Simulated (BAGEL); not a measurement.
# BP2H5O (SMILES OB(P)P): HF/STO-3G (density fitting with qzvpp-jkfit)

Aim: the vertical singlet–triplet gap of BP2H5O at HF/STO-3G (density fitting with qzvpp-jkfit), from 2 runs. 

The results are computed with BAGEL 1.2.2.

5 further runs of the same task are left out: 4 that didn't finish, 1 set aside as unsound or not needed.

### Step 1. The molecule

BP2H5O: 9 atoms, total charge 0, spin state singlet. As SMILES, `OB(P)P`. The shape is that of a GFN2-xTB optimisation. This is one conformer, not always the lowest.

Bond lengths: O1–B2 1.329 Å, B2–P3 1.915 Å, B2–P4 1.929 Å, O1–H5 0.960 Å, P3–H6 1.379 Å, P3–H7 1.382 Å, P4–H8 1.384 Å, P4–H9 1.380 Å. Angles: O1–B2–P3 114.8°, O1–B2–P4 122.3°, P3–B2–P4 122.2°, B2–O1–H5 120.6°, B2–P3–H6 96.2°, B2–P3–H7 97.7°, B2–P4–H8 96.2°, B2–P4–H9 97.8°, H6–P3–H7 94.2°, H8–P4–H9 93.6°.

### Step 2. A single-point energy at HF/STO-3G (density fitting with qzvpp-jkfit)

The input, input.json:

```json
{ "bagel": [

{
  "title": "molecule",
  "basis": "sto-3g",
  "df_basis": "qzvpp-jkfit",
  "angstrom": true,
  "geometry": [
    { "atom": "O", "xyz": [   -0.539270,    1.137550,   -1.099550 ] },
    { "atom": "B", "xyz": [   -0.119010,    0.079930,   -0.412410 ] },
    { "atom": "P", "xyz": [    1.748660,   -0.303270,   -0.591160 ] },
    { "atom": "P", "xyz": [   -1.339000,   -1.133200,    0.458870 ] },
    { "atom": "H", "xyz": [   -1.475300,    1.342520,   -1.158290 ] },
    { "atom": "H", "xyz": [    2.164230,    1.009620,   -0.665680 ] },
    { "atom": "H", "xyz": [    2.042660,   -0.425790,    0.753850 ] },
    { "atom": "H", "xyz": [   -1.977010,   -0.176360,    1.229080 ] },
    { "atom": "H", "xyz": [   -0.505950,   -1.531000,    1.485270 ] }
  ]
},
{
  "title": "hf"
},
{
  "title": "print",
  "file": "orbitals.molden",
  "orbitals": true
}

]}
```

Run with:

```
$ BAGEL_NUM_THREADS=1 BAGEL input.json > input.out
```

Standard output:

```text
* using 1 threads per process

  ===============================================================
  ===============================================================

  *** Geometry ***

  { "atom" : "O", "xyz" : [     -1.019073,      2.149658,     -2.077848 ] },
  { "atom" : "B", "xyz" : [     -0.224896,      0.151046,     -0.779342 ] },
  { "atom" : "P", "xyz" : [      3.304488,     -0.573097,     -1.117130 ] },
  { "atom" : "P", "xyz" : [     -2.530343,     -2.141438,      0.867139 ] },
  { "atom" : "H", "xyz" : [     -2.787913,      2.536995,     -2.188851 ] },
  { "atom" : "H", "xyz" : [      4.089802,      1.907905,     -1.257953 ] },
  { "atom" : "H", "xyz" : [      3.860068,     -0.804626,      1.424570 ] },
  { "atom" : "H", "xyz" : [     -3.736007,     -0.333272,      2.322625 ] },
  { "atom" : "H", "xyz" : [     -0.956107,     -2.893171,      2.806754 ] },

  Number of auxiliary basis functions:      498

  Since a DF basis is specified, we compute 2- and 3-index integrals:
    o Being stored without compression. Storage requirement is 0.004 GB

  Number of basis functions:       33
  Number of electrons      :       48

    * METHOD: MOLECULE                             0.10

  *** RHF ***

  === Nuclear Repulsion ===
   191.0316358074

      * DIIS with orbital gradients will be used.

  === RHF iteration (sto-3g) ===
      0       -774.94838148          0.01208320           0.01
      1       -774.99804150          0.00421613           0.01
      2       -775.00361357          0.00085543           0.01
      3       -775.00406877          0.00010382           0.01
      4       -775.00407758          0.00002404           0.01
      5       -775.00407805          0.00000441           0.01
      6       -775.00407807          0.00000133           0.01
      7       -775.00407807          0.00000042           0.01
      8       -775.00407807          0.00000013           0.01
      9       -775.00407807          0.00000005           0.01
     10       -775.00407807          0.00000001           0.01
     11       -775.00407807          0.00000000           0.01
    * SCF iteration converged.

    * Permanent dipole moment:
           (    0.536598,    -0.429609,    -0.250590) a.u.

    * METHOD: HF                                   0.18

    * METHOD: PRINT                                0.00

  ===============================================================
```

Run time: 0.44 s. Hardware: 1 thread of AMD EPYC 9R45 (Zen 5), shared host.

### Step 3. The triplet

input.json, as its differences from that of step 2:

```diff
@@ -6,3 +6,3 @@
   "df_basis": "qzvpp-jkfit",
-  "angstrom": true,
+  "angstrom": "true",
   "geometry": [
@@ -19,10 +19,4 @@
 },
-{
-  "title": "hf"
-},
-{
-  "title": "print",
-  "file": "orbitals.molden",
-  "orbitals": true
-}
+{ "title": "uhf", "nopen": 2 },
+{ "title": "print", "file": "orbitals.molden", "orbitals": "true" }
```

Run with:

```
$ BAGEL_NUM_THREADS=1 BAGEL input.json > input.out
```

Standard output:

```text
* using 1 threads per process

  ===============================================================
  ===============================================================

  *** Geometry ***

  { "atom" : "O", "xyz" : [     -1.019073,      2.149658,     -2.077848 ] },
  { "atom" : "B", "xyz" : [     -0.224896,      0.151046,     -0.779342 ] },
  { "atom" : "P", "xyz" : [      3.304488,     -0.573097,     -1.117130 ] },
  { "atom" : "P", "xyz" : [     -2.530343,     -2.141438,      0.867139 ] },
  { "atom" : "H", "xyz" : [     -2.787913,      2.536995,     -2.188851 ] },
  { "atom" : "H", "xyz" : [      4.089802,      1.907905,     -1.257953 ] },
  { "atom" : "H", "xyz" : [      3.860068,     -0.804626,      1.424570 ] },
  { "atom" : "H", "xyz" : [     -3.736007,     -0.333272,      2.322625 ] },
  { "atom" : "H", "xyz" : [     -0.956107,     -2.893171,      2.806754 ] },

  Number of auxiliary basis functions:      498

  Since a DF basis is specified, we compute 2- and 3-index integrals:
    o Being stored without compression. Storage requirement is 0.004 GB

  Number of basis functions:       33
  Number of electrons      :       48

    * METHOD: MOLECULE                             0.10

  *** Open-shell HF ***

  === Nuclear Repulsion ===
   191.0316358074

      * DIIS with orbital gradients will be used.

  === UHF iteration (sto-3g) ===
      0       -774.71810796          0.02328207           0.02
      1       -774.77966902          0.00602493           0.02
      2       -774.78581732          0.00195783           0.02
      3       -774.78673709          0.00074186           0.02
      4       -774.78717739          0.00038171           0.02
      5       -774.78732297          0.00017113           0.02
      6       -774.78735805          0.00005629           0.02
      7       -774.78736127          0.00002815           0.02
      8       -774.78736220          0.00001641           0.02
      9       -774.78736255          0.00001408           0.02
     10       -774.78736276          0.00001366           0.02
     11       -774.78736310          0.00001339           0.02
     12       -774.78736366          0.00001299           0.02
     13       -774.78736746          0.00001009           0.02
     14       -774.78737126          0.00000793           0.02
     15       -774.78737110          0.00000636           0.02
     16       -774.78737180          0.00000823           0.02
     17       -774.78737178          0.00000240           0.02
     18       -774.78737187          0.00000083           0.02
     19       -774.78737187          0.00000025           0.02
     20       -774.78737187          0.00000012           0.02
     21       -774.78737187          0.00000003           0.02
     22       -774.78737187          0.00000001           0.02
     23       -774.78737187          0.00000000           0.02
    * SCF iteration converged.

    * S^2 (UHF) is 2.0170

    * Permanent dipole moment:
           (    0.429476,     0.405136,    -0.535276) a.u.

    * METHOD: UHF                                  0.59

    * METHOD: PRINT                                0.00

  ===============================================================
```

Wall time 0.86 s (1 thread of AMD EPYC 9R45 (Zen 5), shared host).

### Step 4. Summary of results

Level: HF/STO-3G (density fitting with qzvpp-jkfit).

```
                                        quantity          value
                           singlet: total energy  -775.00408 Eh
                          singlet: dipole moment         1.86 D
                            singlet: HOMO energy       -6.65 eV
                            singlet: LUMO energy        8.19 eV
                          singlet: HOMO–LUMO gap       14.85 eV
                           triplet: total energy  -774.78737 Eh
                          triplet: dipole moment         2.03 D
                                   triplet: ⟨S²⟩          2.017
vertical energy of the triplet above the singlet       5.897 eV
```

At this shape the triplet lies 5.90 eV (136 kcal/mol) above the singlet. In a minimal basis such a difference can be off by several eV, whatever the method.
